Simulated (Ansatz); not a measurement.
# C2H7BrOSi: the cost of one run

Program: Ansatz 0.2.0. Level of theory: RKS B3LYP/def2-SVP. These are calculated values, not measurements.

**1. The starting structure**

Bond lengths: O1–C2 1.481 Å, C2–Si3 1.866 Å, Si3–C4 1.822 Å, C4–Br5 2.021 Å, O1–H6 0.948 Å, C2–H7 1.064 Å, C2–H8 1.110 Å, Si3–H9 1.465 Å, Si3–H10 1.535 Å, C4–H11 1.017 Å, C4–H12 1.105 Å. Angles (14 of 19 angles, heavy atoms first): O1–C2–Si3 116.0°, C2–Si3–C4 114.8°, Si3–C4–Br5 107.3°, O1–C2–H7 108.2°, O1–C2–H8 108.2°, Si3–C2–H7 107.9°, Si3–C2–H8 107.6°, C2–O1–H6 105.2°, C2–Si3–H9 110.0°, C2–Si3–H10 105.9°, C4–Si3–H9 114.2°, C4–Si3–H10 106.4°, Si3–C4–H11 116.6°, Si3–C4–H12 112.5°.

Structure file:

```xyz
12

O    -0.4112   -0.5169    2.1071
C    -0.7221    0.5070    1.0832
Si    0.4301    0.5744   -0.3836
C     0.4679   -0.9388   -1.3974
Br   -1.2954   -1.0500   -2.3781
H     0.3333   -0.1732    2.5835
H    -1.7049    0.3253    0.7188
H    -0.7006    1.5035    1.5728
H     0.1988    1.8033   -1.1466
H     1.8412    0.7418    0.1981
H     1.1629   -0.9736   -2.1391
H     0.4770   -1.8580   -0.7847
```

**2. Relaxing end A**

Contents of input.yaml:

```yaml
crystal:
  periodic: [false, false, false]
  atoms:
    - { symbol: O, position_ang: [-0.4112, -0.5169, 2.1071] }
    - { symbol: C, position_ang: [-0.7221, 0.507, 1.0832] }
    - { symbol: Si, position_ang: [0.4301, 0.5744, -0.3836] }
    - { symbol: C, position_ang: [0.4679, -0.9388, -1.3974] }
    - { symbol: Br, position_ang: [-1.2954, -1.05, -2.3781] }
    - { symbol: H, position_ang: [0.3333, -0.1732, 2.5835] }
    - { symbol: H, position_ang: [-1.7049, 0.3253, 0.7188] }
    - { symbol: H, position_ang: [-0.7006, 1.5035, 1.5728] }
    - { symbol: H, position_ang: [0.1988, 1.8033, -1.1466] }
    - { symbol: H, position_ang: [1.8412, 0.7418, 0.1981] }
    - { symbol: H, position_ang: [1.1629, -0.9736, -2.1391] }
    - { symbol: H, position_ang: [0.477, -1.858, -0.7847] }
basis:
  gaussian: { orbitals: def2-SVP }
hamiltonian:
  xc: b3lyp
relax:
  f_tol: 0.015
  max_steps: 40
```

Launch:

```sh
$ ansatz run input.yaml --threads 2 --pin off --max-ram 3072MiB --backend cpu --events-out ev --progress --plain --runs-dir out
```

What time and memory should one allow on 2 threads of Intel Xeon Platinum 8375C at 2.90GHz (Ice Lake), shared host?

About 22 s, with a peak of 0.35 GiB.
